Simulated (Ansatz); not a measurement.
# Ti3C2 (P6_3/mmc) in Ansatz: further runs, part 2 of 2

Ansatz 0.2.0. Earlier steps stand in the parts before.

### Step 3. Projected density of states, PBEsol+U

Contents of input.yaml:

```yaml
crystal:
  lattice:
    - [3.0666049652, 0.0, 0.0]
    - [-1.5333024826, 2.6557578032, 0.0]
    - [0.0, 0.0, 15.11715007]
  atoms:
    - { symbol: Ti, position: [0.0, 0.0, 0.5] }
    - { symbol: Ti, position: [0.0, 0.0, 0.0] }
    - { symbol: Ti, position: [0.3333333333, 0.6666666667, 0.65612229] }
    - { symbol: Ti, position: [0.6666666667, 0.3333333333, 0.15612229] }
    - { symbol: Ti, position: [0.6666666667, 0.3333333333, 0.34387771] }
    - { symbol: Ti, position: [0.3333333333, 0.6666666667, 0.84387771] }
    - { symbol: C, position: [0.3333333333, 0.6666666667, 0.08589624] }
    - { symbol: C, position: [0.6666666667, 0.3333333333, 0.58589624] }
    - { symbol: C, position: [0.3333333333, 0.6666666667, 0.41410376] }
    - { symbol: C, position: [0.6666666667, 0.3333333333, 0.91410376] }
hamiltonian:
  xc: pbesol
  pseudopotentials: { kind: paw }
  hubbard: { sites: [{ species: Ti, l: d, u_eff: 1.0 }] }
kpoints:
  mp_grid: { grid: [10, 10, 2] }
scf:
  occupations: { method: fermi_dirac, width: 0.05 }
  n_extra_bands: 25
output:
  forces: true
  stress: true
  eigenvalues: true
  dos: { projected: true, de: 0.05, nscf_kmesh: { grid: [15, 15, 3] } }
```

Potentials or basis: Ansatz PAW.

Launch:

```bash
$ ansatz run input.yaml --threads 4 --pin off --max-ram 11264MiB --backend cpu --events-out ev --progress --plain --runs-dir out
```

The log of the run:

```text
Warning: RAYON_NUM_THREADS=4 ignored (pool sized by the plan → 4); use --threads N
Ti: projections on atomic orbitals take those of the free atom [Ne] 3s2 3p6 3d2 4s2, of charge +0.00 (hamiltonian.pseudopotentials.projection_atoms); the dataset's partial waves leave at most 4.1e-7 of an orbital's norm unspanned inside its sphere
C: projections on atomic orbitals take those of the free atom [He] 2s2 2p2, of charge +0.00 (hamiltonian.pseudopotentials.projection_atoms); the dataset's partial waves leave at most 3.7e-9 of an orbital's norm unspanned inside its sphere
scf.n_extra_bands = 25 over 44 filled bands (N_el = 88.0): the run solves 69 bands
Engine: ansatz 0.2.0, aarch64-unknown-linux-gnu
Pseudopotentials: kind: paw
Pseudopotential: Ti, paw, valence charge 12, recommended cutoff 420 eV (normal), Ti.paw.azcp
Pseudopotential: C, paw, valence charge 4, recommended cutoff 420 eV (normal), C.paw.azcp
Functional definition: PBEsol
  exchange = pbesol_x
  correlation = pbesol_c
Crystal: 10 atoms, lattice volume = 123.116 Å³
Basis set: ecut = 420 eV, 2379 PW (Γ), exchange–correlation on 48×48×216 points (8 copies of the dense FFT grid, shifted against one another)
Bands: 69, of which v1, the nominal top of the filled ones, is band 44 counted from 1 (43 counted from 0)
Symmetry: 24 space group operations
Space group: P63/mmc (ITA 194), of the structure as read, at distance tolerance 5.0e-5 Å
k-points: 28 of 200
Non-local potential: Ti, projectors of the file, l = 0: 3, l = 1: 2, l = 2: 3, l = 3: 1
Non-local potential: C, projectors of the file, l = 0: 2, l = 1: 2, l = 2: 1
PAW form: soft (Blöchl's): semilocal exchange-correlation on the pseudo side does not see the compensation charge
PAW frozen core: Ti, regenerated for the run's functional, and the local potential with it (the file was generated under x = pbe(κ = 0.804, μ = 0.2195149727645171), c = pbe(β = 0.06672455060314922))
PAW frozen core: C, regenerated for the run's functional, and the local potential with it (the file was generated under x = pbe(κ = 0.804, μ = 0.2195149727645171), c = pbe(β = 0.06672455060314922))
PAW one-centre angular grid: Ti, 590 points (default); XC on 64 Gauss nodes
PAW one-centre angular grid: C, 110 points (default); XC on 64 Gauss nodes
Initial density: superposition of atomic densities (chi_scale 0.1, normalization cell, long waves of neutral atoms under a Hubbard term (reshape's long-wave potential 0.37 eV rms, cloud 2.36 Å wide))
Initial wavefunctions: pseudopotential atomic-orbital guess
Functional: x = pbesol(κ = 0.804, μ = 0.12345679012345678), c = pbesol(β = 0.046)
SCF iter   1: F=—  HF=-15838.267796 eV  |F-HF|=—  |Δ(HF+E_count)|=         —  Δρ=1.26e-1  dr2=3.38e1  ethr=3.10e-3  ⟨swp⟩=5.0  Hψ=6883  notcnv=0  defer=30
preconditioner: auto → Resta (q_TF=auto, 2.580 Å⁻¹)  ε∞=7.0  [insulator: Δε(μ)=0.186 eV  Ē_g=8.635 eV  σ=0.050 eV  W_gap=0.70  n_scr=42 (ndim 8)  ℏωp=21.2 eV  f_vac=0.000  D(μ)=1.43/eV (n_scr^D=6)  ε∞_Penn≈7.0]
SCF iter   2: F=—  HF=-15831.967852 eV  |F-HF|=—  |Δ(HF+E_count)|=    6.30e0  Δρ=4.10e-2  dr2=2.02e0  ethr=3.10e-3  ⟨swp⟩=3.2  Hψ=4026  notcnv=0  defer=382
preconditioner: auto → Kerker (q_TF=auto, 2.580 Å⁻¹)  [metal: Δε(μ)=0.063 eV  Ē_g=7.202 eV  σ=0.050 eV  W_gap=0.28  n_scr=42 (ndim 8)  ℏωp=21.2 eV  f_vac=0.000  D(μ)=2.52/eV (n_scr^D=8)]
SCF iter   3: F=—  HF=-15831.814856 eV  |F-HF|=—  |Δ(HF+E_count)|=   1.53e-1  Δρ=1.90e-2  dr2=6.47e-1  ethr=2.29e-3  ⟨swp⟩=2.1  Hψ=2563  notcnv=0  defer=334
SCF iter   4: F=—  HF=-15831.786267 eV  |F-HF|=—  |Δ(HF+E_count)|=   2.86e-2  Δρ=1.08e-2  dr2=2.01e-1  ethr=7.35e-4  ⟨swp⟩=2.8  Hψ=2238  notcnv=0  defer=334
SCF iter   5: F=—  HF=-15831.750778 eV  |F-HF|=—  |Δ(HF+E_count)|=   3.55e-2  Δρ=2.29e-3  dr2=2.25e-2  ethr=2.28e-4  ⟨swp⟩=2.2  Hψ=2566  notcnv=0  defer=340
SCF iter   6: F=—  HF=-15831.746404 eV  |F-HF|=—  |Δ(HF+E_count)|=   4.37e-3  Δρ=1.26e-3  dr2=6.77e-3  ethr=2.56e-5  ⟨swp⟩=2.0  Hψ=2132  notcnv=0  defer=340
SCF iter   7: F=—  HF=-15831.745507 eV  |F-HF|=—  |Δ(HF+E_count)|=   8.98e-4  Δρ=2.43e-4  dr2=9.85e-5  ethr=7.70e-6  ⟨swp⟩=1.9  Hψ=2016  notcnv=0  defer=340
SCF iter   8: F=—  HF=-15831.745487 eV  |F-HF|=—  |Δ(HF+E_count)|=   1.99e-5  Δρ=9.42e-5  dr2=2.93e-5  ethr=1.12e-7  ⟨swp⟩=2.0  Hψ=2195  notcnv=0  defer=340
SCF iter   9: F=—  HF=-15831.745483 eV  |F-HF|=—  |Δ(HF+E_count)|=   3.48e-6  Δρ=2.79e-5  dr2=1.16e-6  ethr=3.32e-8  ⟨swp⟩=2.0  Hψ=2063  notcnv=0  defer=340
SCF iter  10: F=-15831.745483 eV  HF=-15831.745483 eV  |F-HF|=4.31e-8  |Δ(HF+E_count)|=   2.07e-7  Δρ=4.41e-6  dr2=5.26e-8  ethr=1.14e-10  ⟨swp⟩=8.9  Hψ=8652  notcnv=0
SCF 1 converged in 10 iterations: F = -15831.745483 eV  dr2 = 5.26e-8
NSCF: frozen V_eff on 54 k-points
SCF converged after 10 iterations
Free energy (F): -15831.745483 eV
Harris-Foulkes:  -15831.745483 eV  (|F-HF|=4.31e-8)
Internal energy: -15831.723812 eV  (E = F + TS)
E sigma→0 (E₀):  -15831.734648 eV
Entropy (-TS):   -0.021671 eV (-2.167 meV/atom)
Fermi energy:    13.587577 eV
--- Per-component energies (eV) ---
  E_band       = -857.716963
  E_kinetic    = 1994.255244
  E_local      = -5723.369062  (includes V_loc(G=0)·N_el)
  E_nonlocal   = 152.365429
  E_hartree    = 2366.635553
  E_xc         = -778.458718
  E_vxc        = -976.315575  (∫ρ·V_xc dr)
  E_hubbard    = 6.017816  (on-site DFT+U / exact-exchange correction)
  E_vhub       = 3.517142  (the Hubbard potential's part of the band-sum identity)
  E_paw        = -6510.440669  (= ΣΔE_a)
  E_vpaw       = -1041.447547  (= ΣTr[D̂ρ^β])
  E_aug_tail   = 0.000762  (compensation charges beyond the density's cutoff)
  E_ewald      = -7339.650874
  E_core_change = 0.920708  (= ΣΔE_core)
  E_smearing   = -0.021671  (= −TS)
  E_closure    = 0.000000  (closes the sum)
  Σ components = -15831.745483   (vs F -15831.745483, Δ=0.00e0)
--- Forces (eV/Å), atoms counted from 1 ---
  atom   1  Ti    -0.00000000     0.00000000     0.00000000
  atom   2  Ti    -0.00000000     0.00000000    -0.00000000
  atom   3  Ti    -0.00000000     0.00000000    -0.28712354
  atom   4  Ti     0.00000000    -0.00000000    -0.28712354
  atom   5  Ti    -0.00000000    -0.00000000     0.28712354
  atom   6  Ti    -0.00000000     0.00000000     0.28712354
  atom   7  C      0.00000000    -0.00000000    -0.01159018
  atom   8  C     -0.00000000    -0.00000000    -0.01159018
  atom   9  C      0.00000000    -0.00000000     0.01159018
  atom  10  C      0.00000000    -0.00000000     0.01159018
  max |Σ_I F_I| component: 6.48e-17 eV/Å
--- Stress (GPa, compression-positive) ---
       -3.967079       0.000000      -0.000000
        0.000000      -3.967079       0.000000
       -0.000000       0.000000      -3.225431
  P = ⅓ Tr σ = -3.7199 GPa (-37.199 kbar)
--- Band table (eV; the first three rows and the last of 28) ---
  k-point 0: bands = ["-43.3506", "-43.3413", "-43.3232", "-43.3116", "-43.1631", "-43.1608", "-20.0709", "-19.9430", "-19.9227", "-19.7180", "-19.5197", "-19.5042", "-19.5042", "-19.4993", "-19.4993", "-19.4850", "-19.4850", "-19.4794", "-19.4794", "-19.4427", "-19.3390", "-19.3390", "-19.3383", "-19.3383", "1.4282", "1.5049", "2.8585", "3.0040", "7.5761", "8.0084", "9.7495", "10.5398", "10.5398", "10.5815", "10.5815", "10.7299", "11.3915", "11.6702", "11.6702", "11.7632", "11.7632", "11.8809", "13.8426", "13.9783", "13.9783", "14.1121", "14.1121", "14.1223", "14.8791", "14.8791", "14.9304", "14.9304", "15.1660", "15.1660", "15.3582", "15.3582", "15.9900", "15.9900", "16.2998", "16.2998", "16.9534", "17.0305", "17.3523", "17.6012", "18.3477", "18.3477", "18.6800", "18.6800", "20.1296"]
  k-point 1: bands = ["-43.3469", "-43.3469", "-43.3166", "-43.3166", "-43.1619", "-43.1619", "-20.0340", "-20.0340", "-19.8003", "-19.8003", "-19.5021", "-19.5021", "-19.5021", "-19.5021", "-19.4819", "-19.4819", "-19.4819", "-19.4819", "-19.4742", "-19.4742", "-19.3387", "-19.3387", "-19.3387", "-19.3387", "1.4650", "1.4650", "2.9321", "2.9321", "7.7677", "7.7677", "10.1847", "10.1847", "10.5599", "10.5599", "10.5599", "10.5599", "11.7168", "11.7168", "11.7168", "11.7168", "11.7186", "11.7186", "13.9780", "13.9780", "14.0375", "14.0375", "14.0375", "14.0375", "14.9572", "14.9572", "14.9572", "14.9572", "15.1933", "15.1933", "15.1933", "15.1933", "16.1665", "16.1665", "16.1665", "16.1665", "16.9785", "16.9785", "17.4875", "17.4875", "18.5091", "18.5091", "18.5091", "18.5091", "20.3595"]
  k-point 2: bands = ["-43.3453", "-43.3367", "-43.3180", "-43.3072", "-43.1593", "-43.1573", "-20.0573", "-19.9402", "-19.9102", "-19.7189", "-19.5652", "-19.5393", "-19.5231", "-19.5175", "-19.5144", "-19.5074", "-19.4953", "-19.4917", "-19.4873", "-19.4375", "-19.3710", "-19.3676", "-19.3450", "-19.3440", "1.6000", "1.6711", "2.9452", "3.0728", "7.8010", "8.2131", "9.5504", "10.2233", "10.6008", "10.6318", "10.6412", "10.9437", "10.9596", "11.3604", "11.6356", "11.7206", "11.7630", "11.9591", "13.7253", "13.8320", "13.8586", "14.0937", "14.1756", "14.2553", "14.4788", "14.7476", "14.8551", "15.0555", "15.0698", "15.1047", "15.4377", "15.5312", "15.9921", "16.0461", "16.2504", "16.3405", "17.3159", "17.4016", "17.5927", "17.5983", "18.3652", "18.4303", "18.5716", "18.7474", "20.2195"]
  k-point 27: bands = ["-43.2870", "-43.2870", "-43.2608", "-43.2608", "-43.1191", "-43.1191", "-19.9074", "-19.9074", "-19.8343", "-19.8343", "-19.7962", "-19.7962", "-19.7530", "-19.7530", "-19.7167", "-19.7167", "-19.6945", "-19.6945", "-19.5486", "-19.5486", "-19.5052", "-19.5052", "-19.4796", "-19.4796", "3.7219", "3.7219", "3.7748", "3.7748", "8.7613", "8.7613", "9.5347", "9.5347", "9.7741", "9.7741", "10.0281", "10.0281", "10.5959", "10.5959", "10.7718", "10.7718", "12.5685", "12.5685", "13.1467", "13.1467", "14.0526", "14.0526", "14.2690", "14.2690", "14.8151", "14.8151", "15.9516", "15.9516", "16.1242", "16.1242", "16.3975", "16.3975", "16.6065", "16.6065", "16.7448", "16.7448", "17.4826", "17.4826", "18.2517", "18.2517", "18.3889", "18.3889", "18.7081", "18.7081", "19.3248"]
Occupation matrices written to <dir>
```

Wall time 12 s (4 threads of Arm Neoverse V1, shared host); peak memory 0.82 GiB.

What came out:

```
Free energy                          : -15831.7455 eV
Pressure                             : -3.7 GPa
Largest force                        : 0.287 eV/Å
Band gap on the k mesh               : none (metal or under the smearing width)
Density of states at the Fermi level : 2.34 states/eV per cell
```

Forces in eV/Å, atoms in the order of the input:
```
Ti   0.000  0.000  0.000
Ti   0.000  0.000  0.000
Ti   0.000  0.000 -0.287
Ti   0.000  0.000 -0.287
Ti   0.000  0.000  0.287
Ti   0.000  0.000  0.287
C    0.000  0.000 -0.012
C    0.000  0.000 -0.012
C    0.000  0.000  0.012
C    0.000  0.000  0.012
```

States per cell in windows of 1 eV (zero at the Fermi level; states under -8 eV left out):
| from (eV) | total | Ti 3d | C 2p | Ti 4s | C 2s | Ti 3p | Ti 3s |
| --- | --- | --- | --- | --- | --- | --- | --- |
| -8.0 | 0.00 | 0.00 | 0.00 | 0.00 | 0.00 | 0.00 | 0.00 |
| -7.0 | 0.00 | 0.00 | 0.00 | 0.00 | 0.00 | 0.00 | 0.00 |
| -6.0 | 2.19 | 0.67 | 1.04 | 0.33 | 0.03 | 0.02 | 0.09 |
| -5.0 | 5.38 | 1.53 | 2.87 | 0.62 | 0.10 | 0.11 | 0.12 |
| -4.0 | 8.28 | 3.39 | 4.27 | 0.29 | 0.09 | 0.12 | 0.05 |
| -3.0 | 7.93 | 3.64 | 3.96 | 0.10 | 0.06 | 0.08 | 0.02 |
| -2.0 | 5.30 | 3.72 | 0.57 | 0.63 | 0.07 | 0.04 | 0.01 |
| -1.0 | 2.89 | 2.62 | 0.16 | 0.04 | 0.01 | 0.00 | 0.00 |
| 0.0 | 7.54 | 6.69 | 0.37 | 0.27 | 0.03 | 0.02 | 0.01 |
| 1.0 | 8.33 | 7.57 | 0.39 | 0.13 | 0.05 | 0.01 | 0.01 |
| 2.0 | 13.13 | 11.86 | 0.78 | 0.17 | 0.14 | 0.01 | 0.01 |
| 3.0 | 8.14 | 6.08 | 1.55 | 0.18 | 0.13 | 0.01 | 0.01 |
| 4.0 | 7.17 | 4.24 | 1.90 | 0.33 | 0.40 | 0.01 | 0.02 |
| 5.0 | 5.11 | 2.32 | 1.11 | 0.82 | 0.41 | 0.01 | 0.04 |
| 6.0 | 0.60 | 0.27 | 0.18 | 0.04 | 0.07 | 0.00 | 0.00 |
| 7.0 | 0.00 | 0.00 | 0.00 | 0.00 | 0.00 | 0.00 | 0.00 |

Eigenvalues of the final occupation matrices:
```
  site  spin  trace               eigenvalues
site 1     1   1.41  0.23 0.27 0.27 0.32 0.32
site 2     1   1.41  0.23 0.27 0.27 0.32 0.32
site 3     1   1.43  0.23 0.24 0.24 0.36 0.36
site 4     1   1.43  0.23 0.24 0.24 0.36 0.36
site 5     1   1.43  0.23 0.24 0.24 0.36 0.36
site 6     1   1.43  0.23 0.24 0.24 0.36 0.36
```

Caveat: U without spin polarisation on a metal has little footing; the PAW data sets come from PBE, with cores solved anew for the run's functional, which leaves a small shift of forces and pressure; the U is typed as a test and isn't derived for this compound; the density of states is complete only up to the lowest level of the last band computed.

### Step 4. Projected density of states, PBEsol+U

Changes to input.yaml since step 3:

```diff
@@ -19,3 +19,3 @@
   pseudopotentials: { kind: paw }
-  hubbard: { sites: [{ species: Ti, l: d, u_eff: 1.0 }] }
+  hubbard: { sites: [{ species: Ti, l: d, u_eff: 2.0 }] }
 kpoints:
@@ -30 +30,5 @@
   dos: { projected: true, de: 0.05, nscf_kmesh: { grid: [15, 15, 3] } }
+  write_density: true
+  write_potential: true
+  elf: true
+  volumetric_format: npy
```

Launch:

```bash
$ ansatz run input.yaml --threads 4 --pin off --max-ram 11264MiB --backend cpu --events-out ev --progress --plain --runs-dir out
```

It took 14 s on 4 threads of Arm Neoverse V1, shared host; peak memory 0.89 GiB.

The run converged. Its results:

```yaml
Free_energy: -15825.7535 eV
Pressure: -2.5 GPa
Largest_force: 0.244 eV/Å
Band_gap_on_the_k_mesh: none (metal or under the smearing width)
Density_of_states_at_the_Fermi_level: 2.40 states/eV per cell
```

Forces on the atoms (eV/Å):
```
Ti   0.000  0.000  0.000
Ti   0.000  0.000  0.000
Ti   0.000  0.000 -0.244
Ti   0.000  0.000 -0.244
Ti   0.000  0.000  0.244
Ti   0.000  0.000  0.244
C    0.000  0.000 -0.016
C    0.000  0.000 -0.016
C    0.000  0.000  0.016
C    0.000  0.000  0.016
```

Stress tensor (GPa, compression positive):
```
-2.99  0.00  0.00
 0.00 -2.99  0.00
 0.00  0.00 -1.64
```

Levels at points of the mesh, in eV from the Fermi level:
```csv
k point,band 41,band 42,band 43,band 44,band 45,band 46,band 47,band 48
"(0.00, 0.00, 0.00)",-1.89,-1.72,0.31,0.43,0.43,0.56,0.56,0.59
"(0.00, 0.00, -0.50)",-1.90,-1.90,0.44,0.44,0.49,0.49,0.49,0.49
"(0.00, -0.50, 0.00)",-1.81,-1.59,-1.27,-1.24,0.31,0.55,1.77,1.95
"(0.00, -0.50, -0.50)",-1.70,-1.70,-1.25,-1.25,0.43,0.43,1.88,1.88
```

States per cell in windows of 0.5 eV (zero at the Fermi level; states under -8 eV left out):
| from (eV) | total | Ti 3d | C 2p | Ti 4s | C 2s | Ti 3p | Ti 3s |
| --- | --- | --- | --- | --- | --- | --- | --- |
| -8.0 | 0.00 | 0.00 | 0.00 | 0.00 | 0.00 | 0.00 | 0.00 |
| -7.5 | 0.00 | 0.00 | 0.00 | 0.00 | 0.00 | 0.00 | 0.00 |
| -7.0 | 0.00 | 0.00 | 0.00 | 0.00 | 0.00 | 0.00 | 0.00 |
| -6.5 | 0.03 | 0.01 | 0.01 | 0.01 | 0.00 | 0.00 | 0.00 |
| -6.0 | 0.79 | 0.22 | 0.37 | 0.14 | 0.01 | 0.01 | 0.04 |
| -5.5 | 2.00 | 0.61 | 0.98 | 0.27 | 0.04 | 0.02 | 0.07 |
| -5.0 | 1.23 | 0.39 | 0.61 | 0.15 | 0.03 | 0.01 | 0.03 |
| -4.5 | 3.83 | 1.00 | 2.12 | 0.45 | 0.07 | 0.09 | 0.07 |
| -4.0 | 2.95 | 1.07 | 1.54 | 0.18 | 0.05 | 0.05 | 0.03 |
| -3.5 | 6.96 | 3.04 | 3.62 | 0.10 | 0.04 | 0.08 | 0.02 |
| -3.0 | 4.32 | 1.92 | 2.19 | 0.07 | 0.04 | 0.05 | 0.01 |
| -2.5 | 1.88 | 0.90 | 0.94 | 0.02 | 0.01 | 0.02 | 0.00 |
| -2.0 | 1.91 | 1.19 | 0.26 | 0.35 | 0.03 | 0.02 | 0.01 |
| -1.5 | 3.28 | 2.50 | 0.22 | 0.28 | 0.04 | 0.02 | 0.01 |
| -1.0 | 1.83 | 1.67 | 0.09 | 0.02 | 0.00 | 0.00 | 0.00 |
| -0.5 | 1.09 | 1.00 | 0.05 | 0.02 | 0.00 | 0.00 | 0.00 |
| 0.0 | 4.29 | 3.82 | 0.18 | 0.16 | 0.02 | 0.01 | 0.00 |
| 0.5 | 3.54 | 3.15 | 0.18 | 0.12 | 0.01 | 0.01 | 0.00 |
| 1.0 | 4.45 | 4.09 | 0.18 | 0.07 | 0.02 | 0.01 | 0.00 |
| 1.5 | 3.82 | 3.43 | 0.20 | 0.06 | 0.04 | 0.00 | 0.00 |
| 2.0 | 4.94 | 4.41 | 0.33 | 0.05 | 0.05 | 0.00 | 0.00 |
| 2.5 | 8.47 | 7.69 | 0.46 | 0.12 | 0.10 | 0.00 | 0.00 |
| 3.0 | 3.80 | 3.14 | 0.46 | 0.07 | 0.06 | 0.00 | 0.00 |
| 3.5 | 4.15 | 2.75 | 1.09 | 0.11 | 0.07 | 0.01 | 0.01 |
| 4.0 | 3.77 | 2.32 | 0.93 | 0.18 | 0.17 | 0.01 | 0.01 |
| 4.5 | 4.88 | 2.54 | 1.20 | 0.52 | 0.33 | 0.01 | 0.03 |
| 5.0 | 2.34 | 1.04 | 0.50 | 0.38 | 0.19 | 0.00 | 0.02 |
| 5.5 | 1.11 | 0.55 | 0.32 | 0.05 | 0.11 | 0.00 | 0.01 |
| 6.0 | 0.31 | 0.14 | 0.10 | 0.02 | 0.04 | 0.00 | 0.00 |
| 6.5 | 0.03 | 0.00 | 0.00 | 0.01 | 0.01 | 0.00 | 0.00 |
| 7.0 | 0.00 | 0.00 | 0.00 | 0.00 | 0.00 | 0.00 | 0.00 |
| 7.5 | 0.00 | 0.00 | 0.00 | 0.00 | 0.00 | 0.00 | 0.00 |

Eigenvalues of the final occupation matrices:
| site | spin | trace | eigenvalues |
| --- | --- | --- | --- |
| site 1 | 1 | 1.39 | 0.22 0.27 0.27 0.32 0.32 |
| site 2 | 1 | 1.39 | 0.22 0.27 0.27 0.32 0.32 |
| site 3 | 1 | 1.41 | 0.22 0.23 0.23 0.36 0.36 |
| site 4 | 1 | 1.41 | 0.22 0.23 0.23 0.36 0.36 |
| site 5 | 1 | 1.41 | 0.22 0.23 0.23 0.36 0.36 |
| site 6 | 1 | 1.41 | 0.22 0.23 0.23 0.36 0.36 |

Caveat: U without spin polarisation on a metal has little footing; the PAW data sets come from PBE, with cores solved anew for the run's functional, which leaves a small shift of forces and pressure; the U is typed as a test and isn't derived for this compound; the density of states is complete only up to the lowest level of the last band computed.

### Step 5. The runs side by side

| level | U | hubbard projectors | double counting | gap on the mesh (eV) | pressure (GPa) | largest force (eV/Å) |
| --- | --- | --- | --- | --- | --- | --- |
| PBEsol | - | - | - | none | -4.8 | 0.33 |
| PBEsol+U | Ti d U = 1 eV | ortho-atomic (the default) | fll (the default) | none | -3.7 | 0.29 |
| PBEsol+U | Ti d U = 2 eV | ortho-atomic (the default) | fll (the default) | none | -2.5 | 0.24 |

Alike in all rows: task projected density of states; potentials or basis Ansatz PAW; no spin polarisation; cell as given; k mesh 10 × 10 × 2; cutoff (eV) 420; smearing fermi-dirac 0.05 eV.

Every run on the cell as given and a fine mesh finds a metal. The pressure there spans -4.8 GPa (PBEsol) to -2.5 GPa (PBEsol+U); a positive pressure means that this level wants a larger cell, a negative one a smaller.

Caveats: the PAW data sets come from PBE, with cores solved anew for the run's functional, which leaves a small shift of forces and pressure; the density of states is complete only up to the lowest level of the last band computed; U without spin polarisation on a metal has little footing (some runs); the U is typed as a test and isn't derived for this compound (some runs).

Total energies depend on the potentials used, so only differences within one code and one set of settings carry meaning.
